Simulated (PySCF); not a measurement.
**The bond of SeCl+, level by level**

An exercise on one series of results from a longer session: the logs are not shown, and one member is left open.

Method: Se x2c-SVPall, Cl x2c-SVPall, spin-free X2C with a Gaussian nucleus; program: PySCF 2.14.0.

The first run:

The job is set up so:

- atoms: Se, Cl
- charge: 1
- basis: Se x2c-SVPall, Cl x2c-SVPall
- Hamiltonian: spin-free X2C with a Gaussian nucleus
- basis functions: 50
- electrons treated: 50
- masses in u: 79.9165, 34.9689
- levels: PBE0, PBE, r²SCAN, r²SCAN0, r²SCANh, PBEsol, CAM-B3LYP, HF, MP2, SCS-MP2, CCSD, CCSD(T)
- grid: 80 radial by 434 angular points
- occupations: held fixed by the projection of orbital angular momentum
- dissociation limit: Se+ + Cl, each in its ground configuration
- starting distance in angstrom: 2.185
- values of 2S to try: 0, 2, 4

On the command line:

```console
> OMP_NUM_THREADS=1 python dia.py task.json out
```

Among the steps run: Set-up; PBE0 along the bond; Excited determinants; PBE; r²SCAN (meta-GGA); r²SCAN0; r²SCANh (hybrid meta-GGA); PBEsol (GGA); CAM-B3LYP (range-separated hybrid); UHF; Correlated methods on the Hartree–Fock reference.

One table of the session follows, with a row left open; its other results are not shown here.

It belongs to the step «The curves together». Energy (eV) from each level's lowest point:

| R (Å) | UHF | UHF-MP2 | UHF-SCS-MP2 | UHF-CCSD | UHF-CCSD(T) |
| --- | --- | --- | --- | --- | --- |
| 1.767 | 1.579 | 1.578 | 1.624 | n/a | n/a |
| 1.849 | 0.688 | 0.681 | 0.717 | 0.764 | 0.796 |
| 1.932 | 0.212 | 0.202 | 0.225 | 0.256 | 0.276 |
| 1.993 | 0.047 | 0.039 | 0.052 | 0.068 | 0.078 |
| 2.055 | 0.000 | 0.000 | 0.000 | 0.000 | 0.000 |
| 2.117 | 0.039 | 0.053 | 0.039 | 0.019 | 0.011 |
| 2.199 | 0.179 | 0.230 | 0.197 | 0.139 | 0.122 |
| 2.302 | ? | ? | ? | ? | ? |
| 2.425 | 0.627 | 1.178 | 1.116 | 0.733 | 0.709 |
| 2.589 | 0.765 | 1.635 | 1.561 | n/a | n/a |

**Question.** Estimate the row for R (Å) = 2.302.

Worked estimate for «UHF». A straight line through the neighbours (2.199, 0.179) and (2.425, 0.627) gives 0.179 + (0.627 − 0.179) × (2.302 − 2.199) / (2.425 − 2.199) = 0.383; a parabola fitted to 4 rows on both sides gives 0.415.

As computed: UHF: 0.413; UHF-MP2: 0.618; UHF-SCS-MP2: 0.567; UHF-CCSD: 0.379; UHF-CCSD(T): 0.357. In «UHF» the line misses by -0.030 and the parabola by +0.002.
